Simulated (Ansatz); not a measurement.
# Hf3NbO2: the cost of one run

Method: DFT PBE, scalar-relativistic, plane waves, PAW, in Ansatz 0.2.0.

1 further run of the same task is left out (set aside as unsound or not needed).

**1. The system as given**

The structure is tetragonal, space group P4/mmm (No. 123). Conventional cell: a = 3.286 Å, b = 3.286 Å, c = 10.405 Å, α = 90.00°, β = 90.00°, γ = 90.00°. Hf (site symmetry 4mm) has 4 O at 2.83 Å and 4 Nb at 2.98 Å as nearest neighbours. Around Hf (site symmetry 4/mmm) lie 8 O at 2.90 Å and 6 Hf at 3.29 to 3.34 Å. Nb (site symmetry 4/mmm) is surrounded by 8 Hf at 2.98 Å and 4 Nb at 3.29 Å. O (site symmetry 4mm) is surrounded by 8 Hf at 2.83 to 2.90 Å.

Structure file:

```
CELL_PARAMETERS angstrom
3.28595 0.00000 0.00000
0.00000 3.28595 0.00000
0.00000 0.00000 10.40501
ATOMIC_POSITIONS crystal
Hf 0.50000 0.50000 0.17872
Hf 0.50000 0.50000 0.50000
Hf 0.50000 0.50000 0.82128
Nb 0.00000 0.00000 0.00000
O 0.00000 0.00000 0.33344
O 0.00000 0.00000 0.66656
```

Recipe of the guess: species swapped into a database cell of Pr3MgAl2 (P4/mmm, No. 123), with Hf on the Pr sites, Nb on the Mg sites and O on the Al sites. Its size is a rough estimate.

**2. The guess as it stands, on a coarse mesh**

Input file input.yaml:

```yaml
crystal:
  lattice:
    - [3.28595149, 0.0, 0.0]
    - [0.0, 3.28595149, 0.0]
    - [0.0, 0.0, 10.40501041]
  atoms:
    - { symbol: Hf, position: [0.5, 0.5, 0.17872] }
    - { symbol: Hf, position: [0.5, 0.5, 0.5] }
    - { symbol: Hf, position: [0.5, 0.5, 0.82128] }
    - { symbol: Nb, position: [0.0, 0.0, 0.0] }
    - { symbol: O, position: [0.0, 0.0, 0.333442] }
    - { symbol: O, position: [0.0, 0.0, 0.666558] }
basis:
  ecutwfc: 420
kpoints:
  mp_grid: { grid: [6, 6, 2] }
hamiltonian:
  xc: pbe
scf:
  occupations: { method: gaussian, width: 0.1 }
  lower_state_search: "off"
output:
  forces: true
  stress: true
  eigenvalues: true
```

On the command line:

```sh
$ ansatz run input.yaml --threads 1 --pin off --max-ram 2560MiB --backend cpu --events-out ev --progress --plain --runs-dir out
```

**Question.** How long does this run take on 1 thread of Arm Neoverse V2, shared host, and how much memory does it need?

About 7 s, with a peak of 0.43 GiB.
